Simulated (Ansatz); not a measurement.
# C₂H₂OTe: how energies converge with the basis set

One table from this session's results is given with a row withheld; the runs are named, their logs left out.

The runs use Ansatz 0.2.0, Gaussian basis; one geometry, several basis sets.

Levels to be run: PBE0-D4/def2-SVP; ωB97M-V/def2-SVP; PBE0-D4/def2-QZVPP; ωB97M-V/def2-QZVPP; the functionals' def2-TZVPP values are taken from earlier runs.

## The relaxed structure

The geometry comes from an earlier relaxation with PBE0-D4 in a triple-zeta def2 set; it is a stationary point. Te takes the def2 core potential; no spin-orbit term is included.

6 atoms, charge 0, spin multiplicity 1.

Atoms are counted from 1 here; the program's logs count them from 0.

Bond lengths: Te1–C2 1.959 Å, Te1–H5 1.671 Å, C2–C3 1.423 Å, C3–O4 1.215 Å, C3–H6 1.122 Å. Angles: C2–Te1–H5 95.5°, Te1–C2–C3 119.8°, C2–C3–O4 128.6°, C2–C3–H6 109.3°, O4–C3–H6 121.7°.

Coordinates:

| atom | x (Å) | y (Å) | z (Å) |
| --- | --- | --- | --- |
| Te1 | -1.23949 | -0.16217 | -1.31596 |
| C2 | 0.32785 | 0.34452 | -0.25473 |
| C3 | 0.48541 | -0.17069 | 1.06233 |
| O4 | 0.10442 | 0.30491 | 2.11318 |
| H5 | -0.79157 | 0.68979 | -2.68142 |
| H6 | 1.15537 | -1.07036 | 1.03039 |

Set-up of the first run:

File in.yaml:

```yaml
crystal:
  periodic: [false, false, false]
  atoms:
    - {symbol: Te, position_ang: [-1.239489, -0.162168, -1.315961]}
    - {symbol: C, position_ang: [0.327849, 0.344517, -0.254726]}
    - {symbol: C, position_ang: [0.485410, -0.170687, 1.062330]}
    - {symbol: O, position_ang: [0.104424, 0.304912, 2.113180]}
    - {symbol: H, position_ang: [-0.791568, 0.689790, -2.681416]}
    - {symbol: H, position_ang: [1.155374, -1.070364, 1.030395]}
basis:
  gaussian: {orbitals: def2-SVP}
hamiltonian: {xc: pbe0, dispersion: d4}
output: {orbitals: {seedname: orbitals}}
```

Started as:

```bash
> ansatz run in.yaml --threads 2 --pin off --events-out ev --progress --plain --max-ram 4352MiB
```

Among the steps run: PBE0-D4 in def2-SVP; ωB97M-V in def2-SVP; PBE0-D4 in def2-QZVPP; ωB97M-V in def2-QZVPP.

One of the session's tables, all rows but one given; the rest of the session is left out.

It belongs to the step «Functionals by basis». 

```
functional       basis  HOMO (eV)  LUMO (eV)
   PBE0-D4    def2-SVP          ?          ?
   PBE0-D4  def2-TZVPP      -6.94      -3.21
   PBE0-D4  def2-QZVPP      -6.98      -3.25
   ωB97M-V    def2-SVP      -8.97      -0.91
   ωB97M-V  def2-TZVPP      -9.18      -1.09
   ωB97M-V  def2-QZVPP      -9.23      -1.15
```

**Question.** Estimate the row for PBE0-D4, def2-SVP.

The run gave: HOMO (eV): -6.76; LUMO (eV): -3.10. In the column «HOMO (eV)» it is the highest.
